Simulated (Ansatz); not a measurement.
# Cl2GaH3Si: up Jacob's ladder to CCSD(T)

One table from this session's results is given with a row withheld; the runs are named, their logs left out.

The runs use Ansatz 0.2.0, Gaussian basis; functionals in def2-TZVPP, the program's frozen cores in correlated methods.

The runs, in order: LDA (SPW92), PBE-D4, revPBE-D4, BLYP-D4, r2SCAN-D4, B97M-V, PBE0-D4, B3LYP-D4, r2SCANh-D4, r2SCAN0-D4, HSE06-D4, BHLYP-D4, CAM-B3LYP-D4, LC-ωPBE, ωB97X-V, ωB97M-V, B2PLYP, PBE-QIDH; CCSD(T)/def2-SVP; CCSD(T)/def2-TZVPP; CCSD(T)/def2-QZVPP; extrapolation to the limit; RPA on PBE.

## The geometry

All runs share one geometry, relaxed beforehand with PBE0-D4 in a triple-zeta def2 set.

SMILES `[SiH3][Ga]([Cl])[Cl]`, 7 atoms, charge 0, spin multiplicity 1.

Atoms are counted from 1 here; the program's logs count them from 0.

Bond lengths: Si1–Ga2 2.395 Å, Si1–H5 1.485 Å, Si1–H6 1.483 Å, Si1–H7 1.485 Å, Ga2–Cl3 2.143 Å, Ga2–Cl4 2.141 Å. Angles: Ga2–Si1–H5 108.3°, Ga2–Si1–H6 110.0°, Ga2–Si1–H7 108.5°, H5–Si1–H6 110.2°, H5–Si1–H7 109.6°, H6–Si1–H7 110.2°, Si1–Ga2–Cl3 122.4°, Si1–Ga2–Cl4 124.3°, Cl3–Ga2–Cl4 113.4°.

Geometry (Å):

```xyz
7

Si   -0.33767    1.07993   -0.23771
Ga    0.34550   -1.16536    0.23985
Cl    2.04440   -1.61109    1.46734
Cl   -0.65439   -2.91124   -0.49349
H    -0.68669    1.74440    1.04378
H    -1.51053    1.07125   -1.14569
H     0.79938    1.79212   -0.87407
```

Set-up of the first run:

in.yaml reads:

```yaml
crystal:
  periodic: [false, false, false]
  atoms:
    - {symbol: Si, position_ang: [-0.337666, 1.079928, -0.237712]}
    - {symbol: Ga, position_ang: [0.345496, -1.165362, 0.239852]}
    - {symbol: Cl, position_ang: [2.044404, -1.611095, 1.467338]}
    - {symbol: Cl, position_ang: [-0.654390, -2.911240, -0.493492]}
    - {symbol: H, position_ang: [-0.686691, 1.744400, 1.043782]}
    - {symbol: H, position_ang: [-1.510534, 1.071246, -1.145687]}
    - {symbol: H, position_ang: [0.799381, 1.792122, -0.874071]}
basis:
  gaussian: {orbitals: def2-TZVPP}
hamiltonian: {xc: lda}
output: {orbitals: {seedname: orbitals}}
```

Started as:

```bash
$ ansatz run in.yaml --threads 2 --pin off --events-out ev --progress --plain --max-ram 22528MiB --backend cpu
```

Among the steps run: LDA; PBE-D4 (GGA); revPBE-D4 (GGA); BLYP-D4 (GGA); r2SCAN-D4 (meta-GGA); B97M-V (meta-GGA); PBE0-D4 (hybrid); B3LYP-D4 (hybrid); r2SCANh-D4 (hybrid); r2SCAN0-D4 (hybrid); HSE06-D4 (hybrid); BHLYP-D4 (hybrid); CAM-B3LYP-D4 (range-separated); LC-ωPBE (range-separated); ωB97X-V (range-separated); ωB97M-V (range-separated); B2PLYP (double hybrid); PBE-QIDH (double hybrid).

One table of the session follows, with a row left open; its other results are not shown here.

It belongs to the step «Frontier levels by functional». 

| functional | HOMO (eV) | LUMO (eV) | gap (eV) |
| --- | --- | --- | --- |
| LDA (SPW92) | -7.39 | -3.02 | 4.37 |
| PBE-D4 | -7.25 | -2.77 | 4.47 |
| revPBE-D4 | -7.19 | -2.66 | 4.53 |
| BLYP-D4 | -7.08 | -2.66 | 4.42 |
| r2SCAN-D4 | -7.55 | -2.64 | 4.92 |
| B97M-V | -7.65 | -2.76 | 4.89 |
| PBE0-D4 | ? | ? | ? |
| B3LYP-D4 | -8.19 | -2.24 | 5.94 |
| r2SCANh-D4 | -7.98 | -2.37 | 5.61 |
| r2SCAN0-D4 | -8.62 | -1.96 | 6.65 |
| HSE06-D4 | -8.03 | -2.40 | 5.63 |
| BHLYP-D4 | -9.44 | -1.25 | 8.20 |
| CAM-B3LYP-D4 | -9.67 | -1.08 | 8.59 |
| LC-ωPBE | -10.98 | 0.01 | 10.99 |
| ωB97X-V | -10.64 | -0.10 | 10.54 |
| ωB97M-V | -10.44 | -0.27 | 10.17 |

**Question.** Estimate the row for PBE0-D4.

The run gave: HOMO (eV): -8.42; LUMO (eV): -2.04; gap (eV): 6.38. In the column «HOMO (eV)» it lies between r2SCAN0-D4 (-8.62) and B3LYP-D4 (-8.19).
